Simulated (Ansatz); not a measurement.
# CH4OSe (SMILES C[Se]O): one structure at several levels

The task here is to estimate one member of a computed series from the others.

Program: Ansatz 0.2.0, Gaussian basis. Level of theory: single points in def2-TZVPP. These are calculated values, not measurements.

Correlated methods freeze the cores. Filled d shells of the heavier atoms are correlated.

## Starting geometry

7 atoms, charge 0, spin multiplicity 1.

Atoms are counted from 1 here; the program's logs count them from 0.

Bond lengths: C1–Se2 1.944 Å, C1–H4 1.108 Å, C1–H5 1.118 Å, C1–H6 1.066 Å, Se2–O3 1.758 Å, O3–H7 0.954 Å. Angles: Se2–C1–H4 108.0°, Se2–C1–H5 108.5°, Se2–C1–H6 112.7°, H4–C1–H5 108.7°, H4–C1–H6 111.5°, H5–C1–H6 107.3°, C1–Se2–O3 96.4°, Se2–O3–H7 115.6°.

As a file:

```xyz
7
charge 0, multiplicity 1
C    -0.74890    0.42890   -0.34000
Se    1.19370    0.39930   -0.40430
O     1.39560   -1.12860    0.44100
H    -1.12090   -0.50460   -0.80700
H    -1.11050    1.29890   -0.94120
H    -1.12630    0.54880    0.64940
H     1.61350   -1.06180    1.36710
```

The first run:

The input, run/in.yaml:

```yaml
crystal:
  periodic: [false, false, false]
  atoms:
    - {symbol: C, position_ang: [-0.748900, 0.428900, -0.340000]}
    - {symbol: Se, position_ang: [1.193700, 0.399300, -0.404300]}
    - {symbol: O, position_ang: [1.395600, -1.128600, 0.441000]}
    - {symbol: H, position_ang: [-1.120900, -0.504600, -0.807000]}
    - {symbol: H, position_ang: [-1.110500, 1.298900, -0.941200]}
    - {symbol: H, position_ang: [-1.126300, 0.548800, 0.649400]}
    - {symbol: H, position_ang: [1.613500, -1.061800, 1.367100]}
basis:
  gaussian: {orbitals: def2-TZVPP}
correlation: {method: ccsd_t}
output: {forces: true}
```

The command line of these runs was not kept.

Among the steps run: CCSD(T)/def2-TZVPP; PBE0-D4/def2-TZVPP; wB97M-V/def2-TZVPP; r2SCAN-D4/def2-TZVPP; PBE-D4/def2-TZVPP; B97M-V/def2-TZVPP; BHLYP-D4/def2-TZVPP.

One table of the session follows, with a row left open; its other results are not shown here.

| method | RMS force component (eV/Å) | angle to CCSD(T) forces (°) | dipole (D) |
| --- | --- | --- | --- |
| CCSD(T) | 0.643 | reference | 1.68 |
| PBE0-D4 | 0.599 | 6.2 | 1.71 |
| wB97M-V | 0.611 | 4.8 | 1.70 |
| r2SCAN-D4 | 0.653 | 2.9 | 1.71 |
| PBE-D4 | 0.746 | 15.6 | 1.63 |
| B97M-V | ? | ? | ? |
| BHLYP-D4 | 0.589 | 22.7 | 1.77 |

**Question.** Estimate the row for B97M-V.

As computed: RMS force component (eV/Å): 0.613; angle to CCSD(T) forces (°): 8.8; dipole (D): 1.66. In the column «RMS force component (eV/Å)» it lies between wB97M-V (0.611) and CCSD(T) (0.643).
